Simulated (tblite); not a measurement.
# CH5ClSiTe (SMILES ClC[SiH2][TeH]): a first try and a second

Wanted: energy and one-electron properties of CH5ClSiTe, IPEA1-xTB (GBSA ether, electronic temperature 50 K, electric field (-0.0015, -0.0028, 0.0011) a.u.).

Program for the calculation: tblite 0.8.0.

10 further runs of the same task are left out: 1 for a known fault of the program, 9 set aside as unsound or not needed.

### 1 The system as given

CH5ClSiTe: 9 atoms, total charge 0, spin state singlet. SMILES: `ClC[SiH2][TeH]`. One bond was lengthened or shortened from a relaxed shape.

Bond lengths: Cl1–C2 1.754 Å, C2–Si3 1.839 Å, Si3–Te4 2.447 Å, C2–H5 1.094 Å, C2–H6 1.104 Å, Si3–H7 1.499 Å, Si3–H8 1.359 Å, Te4–H9 1.816 Å. Some angles: Cl1–C2–Si3 107.9°, C2–Si3–Te4 112.0°, Cl1–C2–H5 110.9°, Cl1–C2–H6 109.6°, Si3–C2–H5 109.4°, Si3–C2–H6 109.6°, C2–Si3–H7 111.1°, C2–Si3–H8 110.4°, Te4–Si3–H7 108.5°, Te4–Si3–H8 109.3°.

### 2 Try one

The input, job.py:

```python
# IPEA1-xTB single point with population analysis
import json
import numpy as np
from tblite.interface import Calculator
from tblite.library import ffi

symbols = ["Cl", "C", "Si", "Te", "H", "H", "H", "H", "H"]
numbers = np.array([17, 6, 14, 52, 1, 1, 1, 1, 1])
positions = np.array([  # bohr
    [-0.141729, 4.819746, -0.541029],
    [-1.219629, 1.685825, -0.602823],
    [1.512348, -0.391551, -0.060093],
    [0.324466, -4.859998, -0.086172],
    [-2.633144, 1.362493, 0.870786],
    [-2.055077, 1.268195, -2.469116],
    [3.513379, 0.017763, -2.023708],
    [2.637221, 0.172587, 2.178599],
    [-1.895773, -4.225239, 2.452487],
])

calculator = Calculator("IPEA1-xTB", numbers, positions, charge=0, uhf=0)
calculator.set("verbosity", 0)
calculator.set("mixer-damping", 0.05)
calculator.set("max-iter", 60)
calculator.set("temperature", 50 * 3.166811563e-6)
calculator.add("electric-field", ffi.new("double[3]", [-0.0015, -0.0028, 0.0011]))  # atomic units
calculator.add("alpb-solvation", "etoh")
calculator.add("bond-orders")
calculator.add("molecular-multipoles")
sp = calculator.singlepoint()

thr = 0.2
print(f"total energy: {sp.get('energy') * 27.211386:.8f} eV")
eps = np.atleast_2d(sp.get("orbital-energies")) * 27.211386
occ = np.atleast_2d(sp.get("orbital-occupations"))
filled = occ.sum(axis=0) if eps.shape[0] == 1 else occ[0]
homo = np.nonzero(filled > 0.5)[0].max()
print(f"HOMO {eps[0, homo]:.4f} eV")
if homo + 1 < eps.shape[1]:
    print(f"LUMO {eps[0, homo + 1]:.4f} eV, gap {eps[0, homo + 1] - eps[0, homo]:.4f} eV")
mu = sp.get("dipole") * 2.541746
print(f"Dipole moment: {np.linalg.norm(mu):.4f} D, components " + " ".join(f"{c:.4f}" for c in mu))
q = sp.get("charges")
print("atom     charge    atomic energy/Eh")
for i, (s, e) in enumerate(zip(symbols, sp.get("energies"))):
    print(f"{s:<2}{i + 1:<3} {q[i]:9.4f} {e:14.6f}")
bo = sp.get("bond-orders")
bo = bo[..., 0] if bo.ndim == 3 else bo
print("Bond orders above {}:".format(thr))
for i in range(len(symbols)):
    for k in range(i):
        if bo[i, k] > thr:
            print(f"  {symbols[k]}{k + 1}-{symbols[i]}{i + 1}  {bo[i, k]:.3f}")
print("traceless quadrupole (xx xy yy xz yz zz, e bohr^2):", np.round(sp.get("quadrupole"), 4))
out = {k: np.asarray(sp.get(k)).tolist() for k in ("energy", "gradient", "charges", "dipole", "orbital-energies", "orbital-occupations", "bond-orders", "energies", "quadrupole")}
out.update(symbols=symbols, positions=(positions * 0.529177210903).tolist())
json.dump(out, open("results.json", "w"))
```

Started as:

```bash
$ python job.py
```

Output:

```text
tblite.exceptions.TBLiteRuntimeError: String value for epsilon was not found among database of solvents
```

Run time: 0.1 s. Hardware: 1 thread of Intel Xeon 6975P-C (Granite Rapids), shared host.

### 3 What went wrong

The program refused the input.

The log says `tblite.exceptions.TBLiteRuntimeError: String value for epsilon was not found among database of solvents`. What is wrong: the input names a solvent that the program doesn't know. Among its listed settings the sound run differs in this, and the input shows the rest: solvent model GBSA in place of ALPB; solvent ether in place of etoh.

### 4 Try two

The input, calc.py:

```python
import json
import numpy as np
from tblite.interface import Calculator
from tblite.library import ffi

symbols = ["Cl", "C", "Si", "Te", "H", "H", "H", "H", "H"]
numbers = np.array([17, 6, 14, 52, 1, 1, 1, 1, 1])
positions = np.array([  # bohr
    [-0.141729, 4.819746, -0.541029],
    [-1.219629, 1.685825, -0.602823],
    [1.512348, -0.391551, -0.060093],
    [0.324466, -4.859998, -0.086172],
    [-2.633144, 1.362493, 0.870786],
    [-2.055077, 1.268195, -2.469116],
    [3.513379, 0.017763, -2.023708],
    [2.637221, 0.172587, 2.178599],
    [-1.895773, -4.225239, 2.452487],
])

calculator = Calculator("IPEA1-xTB", numbers, positions, charge=0, uhf=0)
calculator.set("verbosity", 0)
calculator.set("max-iter", 80)
calculator.set("temperature", 50 * 3.166811563e-6)
calculator.set("mixer-damping", 0.05)
calculator.add("electric-field", ffi.new("double[3]", [-0.0015, -0.0028, 0.0011]))  # atomic units
calculator.add("gbsa-solvation", "ether")
calculator.add("bond-orders")
calculator.add("molecular-multipoles")
result = calculator.singlepoint()

thr = 0.2
print(f"total energy: {result.get('energy'):.8f} Eh")
eps = np.atleast_2d(result.get("orbital-energies")) * 27.211386
occ = np.atleast_2d(result.get("orbital-occupations"))
filled = occ.sum(axis=0) if eps.shape[0] == 1 else occ[0]
homo = np.nonzero(filled > 0.5)[0].max()
print(f"HOMO {eps[0, homo]:.4f} eV")
if homo + 1 < eps.shape[1]:
    print(f"LUMO {eps[0, homo + 1]:.4f} eV, gap {eps[0, homo + 1] - eps[0, homo]:.4f} eV")
mu = result.get("dipole") * 2.541746
print(f"|mu|: {np.linalg.norm(mu):.4f} D, components " + " ".join(f"{c:.4f}" for c in mu))
q = result.get("charges")
print("atom     charge    atomic energy/Eh")
for i, (s, e) in enumerate(zip(symbols, result.get("energies"))):
    print(f"{s:<2}{i + 1:<3} {q[i]:9.4f} {e:14.6f}")
bo = result.get("bond-orders")
bo = bo[..., 0] if bo.ndim == 3 else bo
print("Bond orders above {}:".format(thr))
for i in range(len(symbols)):
    for k in range(i):
        if bo[i, k] > thr:
            print(f"  {symbols[k]}{k + 1}-{symbols[i]}{i + 1}  {bo[i, k]:.3f}")
print("traceless quadrupole (xx xy yy xz yz zz, e bohr^2):", np.round(result.get("quadrupole"), 4))
out = {k: np.asarray(result.get(k)).tolist() for k in ("energy", "gradient", "charges", "dipole", "orbital-energies", "orbital-occupations", "bond-orders", "energies", "quadrupole")}
out.update(symbols=symbols, positions=(positions * 0.529177210903).tolist())
json.dump(out, open("results.json", "w"))
```

Started as:

```bash
$ python calc.py
```

Output:

```text
total energy: -15.23678544 Eh
HOMO -10.5482 eV
LUMO -6.2843 eV, gap 4.2639 eV
|mu|: 4.1190 D, components -2.2275 -3.4493 0.3265
atom     charge    atomic energy/Eh
Cl1     -0.1855      -4.426429
C 2     -0.0234      -2.364424
Si3      0.1145      -2.059204
Te4      0.0020      -3.772299
H 5      0.0691      -0.535203
H 6      0.0622      -0.535905
H 7     -0.0627      -0.534880
H 8     -0.0502      -0.535789
H 9      0.0740      -0.472653
Bond orders above 0.2:
  Cl1-C2  0.958
  C2-Si3  1.012
  Si3-Te4  1.452
  C2-H5  0.939
  C2-H6  0.939
  Si3-H7  0.942
  Si3-H8  0.970
  Te4-H9  0.968
traceless quadrupole (xx xy yy xz yz zz, e bohr^2): [ 3.729  -2.5417 -8.9412 -3.3042  2.9428  5.2122]
```

Wall time 0.1 s (1 thread of Intel Xeon 6975P-C (Granite Rapids), shared host).

Atomic charges (e):

```tsv
atom	Mulliken
Cl1	-0.186
C2	-0.023
Si3	+0.114
Te4	+0.002
H5	+0.069
H6	+0.062
H7	-0.063
H8	-0.050
H9	+0.074
```

### 5 Summary of results

Level: IPEA1-xTB (GBSA ether, electronic temperature 50 K, electric field (-0.0015, -0.0028, 0.0011) a.u.).

| quantity | value |
| --- | --- |
| total energy | -15.23679 Eh |
| dipole moment | 4.12 D |
| HOMO–LUMO gap | 4.26 eV |
| largest force on an atom | 3.141 eV/Å |

What this shows: Mulliken charges run from -0.19 on Cl1 to +0.11 on Si3.
